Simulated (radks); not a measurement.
# Excited configurations of Cs

One table from this session's results is given with a row withheld; the runs are named, their logs left out.

Program: radks (a radial shooting solver on a logarithmic mesh, Libxc functionals) version 1. Level of theory: scalar-relativistic Kohn-Sham, r2SCAN, spin-polarised, spherical densities, finite nucleus; open shells are filled with parallel spins first. These are calculated values, not measurements, unless marked.

3 further runs of the same task are left out: 3 that didn't finish.

## What is computed

```
element            : caesium (Z = 55)
charge             : 0
electrons          : 55
configuration      : [Xe] 6s1
nuclear rms radius : 4.8041 fm
```

Outer shells as boxes (Hund's rule):

Cs
```
[Xe] core
6s [↑ ]
```

The first run:

The run's settings:

```text
Z 55
configuration [Xe] 6s1
relativity scalar-relativistic
functional r2scan,r2scan
spin polarised
nucleus finite rms 4.8041 fm
c 137.035999084
```

Steps of the session up to this table: Ground configuration: [Xe] 6s1.

One table of the session follows, with a row left open; its other results are not shown here.

It belongs to the step «Ground configuration: [Xe] 6s1». Sizes of the orbitals, from the radial functions (bohr):

| level | <r> | outermost maximum (interpolated) | 90 % within | nodes |
| --- | --- | --- | --- | --- |
| 4p down | 0.7397 | 0.673 | 1.08 | 2 |
| 4d up | 0.8370 | 0.720 | 1.27 | 1 |
| 4d down | 0.8369 | 0.720 | 1.27 | 1 |
| 5s up | 1.752 | 1.55 | 2.54 | 4 |
| 5s down | 1.754 | 1.55 | 2.54 | 4 |
| 5p up | ? | ? | ? | ? |
| 5p down | 2.080 | 1.78 | 3.07 | 3 |
| 6s up | 5.685 | 4.84 | 8.34 | 5 |

Q: Estimate the row for 5p up from the others.

**Answer.** <r>: 2.089; outermost maximum (interpolated): 1.78; 90 % within: 3.09; nodes: 3. In the column «<r>» it lies between 5p down (2.080) and 6s up (5.685).
